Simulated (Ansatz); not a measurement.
# CHAlGa: the cost of one run

The runs use Ansatz 0.2.0, Gaussian basis; cc-pVTZ, core rule «outside noble gas», up to 20 orbitals frozen.

To be run: UHF; CCSD(T) on ROHF; CCSD(T) on UHF; BCCD(T) on ROHF; CCSDT(Q) on ROHF; CCSDT(Q) on UHF.

5 further runs of the same task are left out: 5 set aside as unsound or not needed. Runs told in other sessions of the task aren't counted.

## (1) The geometry

The geometry is a PBE0/def2-TZVP stationary point (not a proven minimum). No spin-orbit coupling is included. The filled d shell of Ga may be among the frozen orbitals whatever the setting's name suggests.

4 atoms, charge 0, spin multiplicity 2.

Atoms are counted from 1 here; the program's logs count them from 0.

Bond lengths: Al1–C2 1.865 Å, C2–Ga3 1.908 Å, C2–H4 1.098 Å. Angles: Al1–C2–Ga3 122.6°, Al1–C2–H4 121.7°, Ga3–C2–H4 115.7°.

## (2) UHF

The input, in.yaml:

```yaml
crystal:
  periodic: [false, false, false]
  atoms:
    - {symbol: Al, position_ang: [0.000000, -0.223190, 2.288777]}
    - {symbol: C, position_ang: [0.000000, 0.756460, 0.702219]}
    - {symbol: Ga, position_ang: [0.000000, -0.070755, -1.016840]}
    - {symbol: H, position_ang: [0.000000, 1.854907, 0.702710]}
basis:
  gaussian: {orbitals: cc-pVTZ}
magnetization: {spin_polarized: true, initial_magnetization: 1}
hamiltonian: {xc: hf}
output: {orbitals: {seedname: orbitals}}
```

Started as:

```
$ ansatz run in.yaml --threads 1 --pin off --events-out ev --progress --plain --max-ram 4096MiB --backend cpu
```

Q: Estimate wall time and peak memory on 1 thread of AMD EPYC 7R13, shared host.

About 30 s, with a peak of 0.46 GiB.
